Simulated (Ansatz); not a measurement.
**C₄H₁₄N₂Sn: small, medium and large basis sets**

How large a basis does C₄H₁₄N₂Sn need? Two functionals are run in growing sets.

Program: Ansatz 0.2.0, Gaussian basis. Level of theory: one geometry, several basis sets. These are calculated values, not measurements.

Plan: PBE0-D4/def2-SVP; ωB97M-V/def2-SVP; PBE0-D4/def2-QZVPP; ωB97M-V/def2-QZVPP; the functionals' def2-TZVPP values are taken from earlier runs.

### Step 1. The relaxed structure

An earlier PBE0-D4 in a triple-zeta def2 set relaxation fixed the geometry. Sn takes the def2 core potential; no spin-orbit term is included.

SMILES `C[N](C)[SnH2][N](C)C`, 21 atoms, charge 0, spin multiplicity 1.

Atoms are counted from 1 here; the program's logs count them from 0.

Bond lengths: C1–N2 1.441 Å, C1–H8 1.093 Å, C1–H9 1.099 Å, C1–H10 1.102 Å, N2–C3 1.440 Å, N2–Sn4 2.013 Å, C3–H11 1.099 Å, C3–H12 1.093 Å, C3–H13 1.104 Å, Sn4–N5 2.028 Å, Sn4–H14 1.716 Å, Sn4–H15 1.706 Å, N5–C6 1.439 Å, N5–C7 1.440 Å, C6–H16 1.099 Å, C6–H17 1.094 Å, C6–H18 1.104 Å, C7–H19 1.104 Å and more. Angles: N2–C1–H8 111.0°, N2–C1–H9 110.4°, N2–C1–H10 113.3°, H8–C1–H9 107.4°, H8–C1–H10 107.4°, H9–C1–H10 107.2°, C1–N2–C3 113.1°, C1–N2–Sn4 119.1°, C3–N2–Sn4 120.8°, N2–C3–H11 110.5°, N2–C3–H12 110.9°, N2–C3–H13 113.3°, H11–C3–H12 107.3°, H11–C3–H13 106.9°, H12–C3–H13 107.7°, N2–Sn4–N5 106.9°, N2–Sn4–H14 105.1°, N2–Sn4–H15 110.6° and more.

### Step 2. PBE0-D4 in def2-SVP

File in.yaml:

```yaml
crystal:
  periodic: [false, false, false]
  atoms:
    - {symbol: C, position_ang: [-0.953371, -1.990125, 0.871309]}
    - {symbol: N, position_ang: [-0.392521, -1.680856, -0.419014]}
    - {symbol: C, position_ang: [0.808321, -2.421667, -0.704289]}
    - {symbol: Sn, position_ang: [-0.681685, 0.152799, -1.197400]}
    - {symbol: N, position_ang: [-0.102019, 1.490694, 0.212848]}
    - {symbol: C, position_ang: [-0.576058, 2.848367, 0.151380]}
    - {symbol: C, position_ang: [1.239553, 1.385933, 0.726098]}
    - {symbol: H, position_ang: [-1.885770, -1.443477, 1.034329]}
    - {symbol: H, position_ang: [-1.184657, -3.062324, 0.940992]}
    - {symbol: H, position_ang: [-0.278893, -1.747048, 1.708836]}
    - {symbol: H, position_ang: [0.601750, -3.501333, -0.712808]}
    - {symbol: H, position_ang: [1.204102, -2.158945, -1.688518]}
    - {symbol: H, position_ang: [1.610442, -2.254622, 0.034971]}
    - {symbol: H, position_ang: [0.252961, 0.179743, -2.636036]}
    - {symbol: H, position_ang: [-2.346126, 0.457216, -1.415525]}
    - {symbol: H, position_ang: [-0.577985, 3.298165, 1.154408]}
    - {symbol: H, position_ang: [-1.604402, 2.883081, -0.219871]}
    - {symbol: H, position_ang: [0.036069, 3.503449, -0.492360]}
    - {symbol: H, position_ang: [1.989940, 1.920740, 0.118292]}
    - {symbol: H, position_ang: [1.546401, 0.338089, 0.790469]}
    - {symbol: H, position_ang: [1.293959, 1.802102, 1.741881]}
basis:
  gaussian: {orbitals: def2-SVP}
hamiltonian: {xc: pbe0, dispersion: d4}
output: {orbitals: {seedname: orbitals}}
```

Run with:

```bash
> ansatz run in.yaml --threads 4 --pin off --events-out ev --progress --plain --max-ram 63488MiB --backend cpu
```

After this run come: ωB97M-V in def2-SVP; PBE0-D4 in def2-QZVPP; ωB97M-V in def2-QZVPP.

Before running them: what should the planned runs give, taken together? Wanted: PBE0-D4: double and triple zeta above quadruple; ωB97M-V: double and triple zeta above quadruple.

As calculated:

| quantity | value |
| --- | --- |
| PBE0-D4: double and triple zeta above quadruple | 8.99, 0.50 eV |
| ωB97M-V: double and triple zeta above quadruple | 9.45, 0.50 eV |

**Reading.** For PBE0-D4 the step from double to triple zeta gains 8.49 eV and the next only 0.50 eV. These are total energies; as a rule much of such shifts cancels in differences, which this series doesn't test. The LUMO of ωB97M-V is positive and keeps falling with the basis (2.38 to 1.28 eV): an unbound level that the basis holds in place.
